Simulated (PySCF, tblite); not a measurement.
# C12H15F: geometry, infrared bands, NMR shifts, spin-spin couplings and electronic excitations

Wanted: the infrared bands, NMR shifts, spin-spin couplings and electronic excitations of C12H15F (`C=CC1=C[C@@H](F)C=C1C1CCCC1`), by calculation.

Computed with tblite 0.8.0 and PySCF 2.14.0, with density-fitted response routines of our own, on a single molecule in the gas phase. Atoms are numbered from 0 throughout.

## 1. The starting structure

28 atoms, charge 0, multiplicity 1; geometry from: force field or distance geometry start.

Bonds of the start (Å): C0–C1 1.32, C1–C2 1.45, C2–C3 1.33, C3–C4 1.50, C4–F5 1.35, C4–C6 1.49, C6–C7 1.35, C7–C8 1.50, C8–C9 1.54, C9–C10 1.52, C10–C11 1.53, C11–C12 1.53, C7–C2 1.47, C12–C8 1.55, C0–H13 1.09, C0–H14 1.09, C1–H15 1.10, C3–H16 1.08, C4–H17 1.10, C6–H18 1.08, C8–H19 1.10, C9–H20 1.09, C9–H21 1.09, C10–H22 1.09, C10–H23 1.09, C11–H24 1.09, C11–H25 1.10, C12–H26 1.10, C12–H27 1.10.

## 2. Geometry optimisation with GFN2-xTB

The job: settings as JSON, then the geometry in Å.

```
{"job": {"kind": "relax", "xc": "GFN2-xTB", "basis": "xTB"}, "charge": 0, "multiplicity": 1}
C      1.728600     2.452300    -0.752500
C      2.266300     1.394700    -0.167200
C      1.904400     0.016000    -0.405000
C      2.826800    -0.923200    -0.615600
C      2.187600    -2.260100    -0.827000
F      2.581100    -3.158500     0.098200
C      0.741200    -1.930200    -0.687800
C      0.583000    -0.618200    -0.417800
C     -0.704800     0.103700    -0.157000
C     -2.001800    -0.715900    -0.298700
C     -3.054400     0.175400     0.335300
C     -2.339600     0.865100     1.495800
C     -0.845000     0.633300     1.288000
H      0.934200     2.361200    -1.491400
H      2.066200     3.464900    -0.518400
H      3.086300     1.545300     0.556700
H      3.897100    -0.779100    -0.620000
H      2.414800    -2.660600    -1.828000
H     -0.034400    -2.677200    -0.745500
H     -0.780600     0.951400    -0.851200
H     -2.238200    -0.934200    -1.343300
H     -1.939800    -1.658300     0.250300
H     -3.919600    -0.382100     0.682900
H     -3.402800     0.919900    -0.385900
H     -2.649500     0.458800     2.461400
H     -2.580600     1.936700     1.510900
H     -0.268200     1.555600     1.442100
H     -0.479200    -0.109100     2.005200
```

Launch:

```
> OMP_NUM_THREADS=2 python probes_run.py task.json out
```

This one command runs all jobs of the session in turn.

**Question.** This job is followed by: GFN2-xTB harmonic vibrations, gas phase; PBE0-D3(BJ)/def2-SVP geometry optimisation, gas phase; GIAO PBE0/pcSseg-1 NMR shielding, non-relativistic, gas phase; B3LYP/pcJ-1 indirect spin-spin coupling, non-relativistic, gas phase; TDDFT CAM-B3LYP/def2-SVPD, vertical, gas phase, core orbitals frozen in the response; GIAO wB97X-D/pcSseg-1 NMR shielding, non-relativistic, gas phase. What will the session give for the following? strongest single infrared mode (GFN2-xTB); zero-point energy (GFN2-xTB); point group; rotational constants (main isotopes); ¹³C shifts against TMS (PBE0/pcSseg-1); ¹H shifts against TMS (PBE0/pcSseg-1); ¹⁹F shifts against CFCl3 (PBE0/pcSseg-1); largest coupling of the table (B3LYP/pcJ-1); lowest singlet (CAM-B3LYP/def2-SVPD); brightest single state of those computed; lowest triplet; range of the shift of F5.

The runs gave:

| quantity | value |
| --- | --- |
| strongest single infrared mode (GFN2-xTB) | 3002 cm⁻¹, 103 km/mol |
| zero-point energy (GFN2-xTB) | 147.3 kcal/mol |
| point group | C1 |
| rotational constants (main isotopes) | 1.15, 0.55, 0.41 GHz |
| ¹³C shifts against TMS (PBE0/pcSseg-1) | 159.2, 150.1, 145.0, 141.2, 134.7, 123.1, 95.7, 44.1, 34.8, 34.2, 27.9, 25.0 ppm |
| ¹H shifts against TMS (PBE0/pcSseg-1) | 6.67, 6.38, 6.23, 5.88, 5.47, 5.44, 2.58, 2.23, 1.76, 1.74, 1.69, 1.68, 1.51, 1.49 ppm and more |
| ¹⁹F shifts against CFCl3 (PBE0/pcSseg-1) | -237.1 ppm |
| largest coupling of the table (B3LYP/pcJ-1) | ¹J(C,F) C4–F5, -242.0 Hz |
| lowest singlet (CAM-B3LYP/def2-SVPD) | 4.27 eV (290 nm), f = 0.042 |
| brightest single state of those computed | state 3, 6.03 eV, f = 0.643 |
| lowest triplet | 2.50 eV |
| range of the shift of F5 | -237.1 to -231.5 ppm |

Relaxing lowered the energy by 0.134 eV in 108 steps; the close pair that moved most is C4–F5, from 1.348 to 1.379 Å (GFN2-xTB). The lowest mode is slightly imaginary (10i cm⁻¹), a soft motion within the noise of the Hessian, so the minimum is not strictly shown. GFN2-xTB is a fitted tight-binding method: band positions and strengths are rough. Its intensities can rank the bands wrongly. The start of the PBE0/def2-SVP relaxation was shaken at random by about 0.01 Å, so part of the energy gained, and of the first lengths quoted, undoes that. The optimisation took 13 steps and gained 0.358 eV; among the close pairs (by a distance rule), C2–C7 changed most, from 1.446 to 1.502 Å (PBE0/def2-SVP). No frequency check was run at this level, so the end point may be a saddle. Of the pairs tabulated at B3LYP/pcJ-1, C4–F5 couples most strongly (-242.0 Hz; Fermi contact -291.8 Hz). Couplings across rotatable bonds belong to this one conformer; where others are populated, the observed values are averages. The lowest singlet, at 4.27 eV, is HOMO→LUMO 0.93 and is weak; of the 10 states computed, the strongest absorption comes from state 3 at 6.03 eV. The lowest triplet lies 1.77 eV below the lowest singlet (triplets in Tamm-Dancoff, singlets in full TDDFT). Across the 2 runs the shift of F5 moves most, between -237.1 (PBE0/pcSseg-1) and -231.5 ppm (wB97X-D/pcSseg-1). The conformer search found further structures of the same energy, which may be mirror or relabelled copies of this one.
